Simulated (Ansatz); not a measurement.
# Sr2NbO2: the cost of one run

Method: DFT PBE, scalar-relativistic, plane waves, PAW, in Ansatz 0.2.0.

2 further runs of the same task are left out: 1 that didn't finish, 1 set aside as unsound or not needed.

**1. The starting structure**

Symmetry: P6/mmm, No. 191, hexagonal system. The conventional cell has a = 5.085 Å, b = 5.085 Å, c = 5.240 Å, α = 90.00°, β = 90.00°, γ = 120.00°. Sr (site symmetry -6m2) is surrounded by 2 O at 2.62 Å and 3 Nb at 2.94 Å and 3 Sr at 2.94 Å. Nb (site symmetry 6/mmm) has 6 Sr at 2.94 Å in its first shell of neighbours. O (site symmetry -6m2) has 2 Sr at 2.62 Å in its first shell of neighbours.

Coordinates:

```
CELL_PARAMETERS angstrom
5.08523 0.00000 0.00000
-2.54261 4.40393 0.00000
0.00000 0.00000 5.23981
ATOMIC_POSITIONS crystal
Sr 0.33333 0.66667 0.00000
Sr 0.66667 0.33333 0.00000
Nb 0.00000 0.00000 0.00000
O 0.33333 0.66667 0.50000
O 0.66667 0.33333 0.50000
```

Recipe of the guess: random cell by space group and Wyckoff sites (P6/mmm, No. 191). Its size is a rough estimate.

**2. The guess as it stands, on a coarse mesh**

File input.yaml:

```yaml
crystal:
  lattice:
    - [5.08522578, 0.0, 0.0]
    - [-2.54261289, 4.40393471, 0.0]
    - [0.0, 0.0, 5.23980765]
  atoms:
    - { symbol: Sr, position: [0.33333333, 0.66666667, 0.0] }
    - { symbol: Sr, position: [0.66666667, 0.33333333, 0.0] }
    - { symbol: Nb, position: [0.0, 0.0, 0.0] }
    - { symbol: O, position: [0.33333333, 0.66666667, 0.5] }
    - { symbol: O, position: [0.66666667, 0.33333333, 0.5] }
basis:
  ecutwfc: 420
kpoints:
  mp_grid: { grid: [6, 6, 4] }
hamiltonian:
  xc: pbe
scf:
  occupations: { method: gaussian, width: 0.1 }
  lower_state_search: "off"
output:
  forces: true
  stress: true
  eigenvalues: true
```

Command:

```sh
$ ansatz run input.yaml --threads 1 --pin off --max-ram 2560MiB --backend cpu --events-out ev --progress --plain --runs-dir out
```

Q: Estimate wall time and peak memory on 1 thread of Intel Xeon Platinum 8259CL at 2.50GHz (Skylake/Cascade Lake), shared host.

About 5.2 s, with a peak of 0.44 GiB.
